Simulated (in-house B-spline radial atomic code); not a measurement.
# Mg⁷⁺: ionisation energy by several methods

How far do functionals differ on the ionisation energy of Mg⁷⁺? Each run solves Mg⁷⁺ and then the next ion ([He] 2s2).

Method: scalar-relativistic (X2C), several functionals, spin-polarised, exact exchange averaged over the configuration; spherical all-electron atom at the radial basis limit. Code: in-house B-spline radial atomic code version 1.

### 1 The atom as given

| Property | Result |
| --- | --- |
| element | magnesium (Z = 12) |
| charge | +7 |
| electrons | 5 |
| configuration | [He] 2s2 2p1 |
| nucleus | Fermi, rms radius 3.057 fm |

The outer shells:

[He] 2s2 2p1
```
[He] core
2s [↑↓]
2p [↑ ][  ][  ]
```

Where spins are not typed, each open shell is filled with up spins first.

### 2 CAM-B3LYP, a range-separated hybrid

Settings, as recorded:

```ini
Z = 12
electrons = 5.0
configuration = [He] 2s2 2p1
hamiltonian = x2c
method = camb3lyp
spin_polarised = True
nucleus = fermi
rms_radius = 3.057
mass_number = 24
atomic_mass = 23.985041689
speed_of_light = 137.035999084
exact_exchange = averaged over the configuration
```

On the command line:

```sh
$ python run_scf.py task.json out
```

task.json lists these runs, among others, and the program works through them in turn.

### 3 M06-2X, a global hybrid

Settings: those of step 2 with these lines changed.

```diff
@@ -4,3 +4,3 @@
 hamiltonian = x2c
-method = camb3lyp
+method = m062x
 spin_polarised = True
```

### 4 B3LYP, a global hybrid

Settings: those of step 3 with these lines changed.

```diff
@@ -4,3 +4,3 @@
 hamiltonian = x2c
-method = m062x
+method = b3lyp
 spin_polarised = True
```

### 5 PBE0, a global hybrid

Settings: those of step 4 with these lines changed.

```diff
@@ -4,3 +4,3 @@
 hamiltonian = x2c
-method = b3lyp
+method = pbe0
 spin_polarised = True
```

### 6 ωB97X, a range-separated hybrid

Settings: those of step 5 with these lines changed.

```diff
@@ -4,3 +4,3 @@
 hamiltonian = x2c
-method = pbe0
+method = wb97x
 spin_polarised = True
```

### 7 HSE06, a range-separated hybrid

Settings: those of step 6 with these lines changed.

```diff
@@ -4,3 +4,3 @@
 hamiltonian = x2c
-method = wb97x
+method = hse06
 spin_polarised = True
```

The tabulated ionisation energy is 265.924 ± 0.019 eV (semi-empirical; NIST Atomic Spectra Database). What does each method give, and which comes nearest?

**Answer**, as computed:

| method | rung | total energy (hartree) | ΔSCF (eV) | −ε highest (eV) | ΔSCF less tabulated (eV) |
| --- | --- | --- | --- | --- | --- |
| M06-2X | global hybrid | -172.2599 | 267.08 | 257.22 (2p up) | +1.16 |
| B3LYP | global hybrid | -172.1566 | 266.69 | 250.61 (2p up) | +0.77 |
| PBE0 | global hybrid | -172.0916 | 266.25 | 251.25 (2p up) | +0.32 |
| CAM-B3LYP | range-separated hybrid | -172.1503 | 266.58 | 252.58 (2p up) | +0.65 |
| ωB97X | range-separated hybrid | -172.2414 | 265.83 | 252.94 (2p up) | -0.09 |
| HSE06 | range-separated hybrid | -172.1028 | 266.33 | 250.90 (2p up) | +0.41 |

The tabulated ionisation energy is 265.924 ± 0.019 eV (semi-empirical; NIST Atomic Spectra Database). ωB97X comes nearest (-0.09 eV) and M06-2X is farthest (+1.16 eV, 0.44 %). Open shells are averaged (over orientations, and over spins where the run is restricted), while tables refer to the lowest levels.
